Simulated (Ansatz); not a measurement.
Geometry optimisation, DFT PBE, scalar-relativistic, plane waves, PAW (Ansatz).

Input:

```yaml
crystal:
  lattice:
    - [8.1, 0.0, 0.0]
    - [0.0, 8.1, 0.0]
    - [0.0, 0.0, 8.1]
  atoms:
    - { symbol: Al, position: [0.4966894, -0.0050464, -0.0014491] }
    - { symbol: Al, position: [0.7528639, 0.2498222, 0.0014936] }
    - { symbol: Al, position: [0.7538603, -0.0033877, 0.2501182] }
    - { symbol: Al, position: [0.0012884, 0.0025134, -0.0023768] }
    - { symbol: Al, position: [0.249218, 0.2497118, -0.0065468] }
    - { symbol: Al, position: [0.5002593, 0.499793, -0.0010099] }
    - { symbol: Al, position: [0.741064, 0.7463886, 0.0012962] }
    - { symbol: Ga, position: [0.2463113, -0.0039217, 0.2516425] }
    - { symbol: Al, position: [0.5024165, 0.2454135, 0.251301] }
    - { symbol: Al, position: [0.7513743, 0.4954128, 0.2562803] }
    - { symbol: Al, position: [0.7530102, 0.2512558, 0.4935713] }
    - { symbol: Al, position: [0.7501226, 0.0071017, 0.7458904] }
    - { symbol: Al, position: [0.001952, 0.5021376, -0.005515] }
    - { symbol: Al, position: [0.2456016, 0.7520944, -0.0045775] }
    - { symbol: Al, position: [0.0042304, 0.2483933, 0.2516462] }
    - { symbol: Al, position: [0.2495377, 0.4972977, 0.2483397] }
    - { symbol: Al, position: [0.4953126, 0.7498135, 0.2495636] }
    - { symbol: Al, position: [-0.000371, -0.0006164, 0.5011411] }
    - { symbol: Al, position: [0.2500525, 0.2548933, 0.5022423] }
    - { symbol: Al, position: [0.4974871, 0.4955371, 0.4919777] }
    - { symbol: Al, position: [0.7479606, 0.7451402, 0.4997822] }
    - { symbol: Al, position: [0.2460128, 0.0025792, 0.7578564] }
    - { symbol: Al, position: [0.4995815, 0.2549797, 0.7486526] }
    - { symbol: Al, position: [0.7537173, 0.4984934, 0.7477307] }
    - { symbol: Al, position: [-0.0034159, 0.7468271, 0.2503186] }
    - { symbol: Al, position: [-0.0071141, 0.4992054, 0.4994263] }
    - { symbol: Al, position: [0.2451393, 0.7508887, 0.4999087] }
    - { symbol: Al, position: [-0.0022228, 0.2563657, 0.7482827] }
    - { symbol: Al, position: [0.2519872, 0.4993074, 0.7535174] }
    - { symbol: Al, position: [0.4958213, 0.7501153, 0.7462666] }
    - { symbol: Al, position: [0.0010317, 0.7510837, 0.7546146] }
basis:
  ecutwfc: 420.0
kpoints:
  mp_grid: { grid: [2, 2, 2] }
hamiltonian:
  xc: pbe
  pseudopotentials: { kind: paw, azcp: { folder: soft_1 } }
scf:
  occupations: { method: gaussian, width: 0.1 }
  lower_state_search: "off"
relax:
  f_tol: 0.03
  max_steps: 60
  adjacent_minimum: "off"
```

Run as:

```bash
$ ansatz run input.yaml --threads 2 --pin off --max-ram 5120MiB --backend cpu --events-out ev --progress --plain --runs-dir out
```

**Question.** Where does it end, and by what steps?

**Answer.** The run converged. Limits of this set-up: coarse k mesh, a small cell, in which the defect meets its images. After 2 steps the energy has fallen by 0.130 eV; Al7 moved furthest, 0.09 Å.

| step | energy less start (eV) | largest force component (eV/Å) | accepted |
| --- | --- | --- | --- |
| 0 | 0.0000 | 0.361 | yes |
| 1 | -0.1215 | 0.072 | yes |
| 2 | -0.1303 | 0.021 | yes |

```xyz
31
Lattice="8.1000 0.0000 0.0000 0.0000 8.1000 0.0000 0.0000 0.0000 8.1000" Properties=species:S:1:pos:R:3
Al 4.063 -0.004 -0.014
Al 6.086 2.030 -0.017
Al 6.087 -0.004 2.003
Al -0.004 -0.002 -0.003
Al 2.009 2.041 -0.007
Al 4.036 4.048 -0.022
Al 6.087 6.062 -0.013
Ga 2.064 0.001 2.067
Al 4.069 2.046 1.998
Al 6.093 4.046 1.997
Al 6.063 2.022 4.038
Al 6.069 -0.006 6.066
Al -0.003 4.045 -0.003
Al 2.007 6.051 -0.005
Al -0.012 2.045 2.016
Al 2.000 4.045 2.004
Al 4.064 6.049 1.998
Al -0.015 -0.001 4.060
Al 1.995 2.052 4.068
Al 4.034 4.051 4.035
Al 6.068 6.071 4.035
Al 2.004 -0.005 6.089
Al 4.029 2.023 6.063
Al 6.072 4.045 6.077
Al -0.009 6.050 2.013
Al -0.024 4.049 4.036
Al 1.990 6.050 4.070
Al -0.015 2.025 6.089
Al 1.992 4.048 6.097
Al 4.027 6.074 6.067
Al -0.014 6.066 6.094
```

Whether the end is a true minimum wasn't checked by a vibrational analysis.

Run time: 27 s on 2 threads of Arm Neoverse V1 (shared host), peak memory 1 GiB.
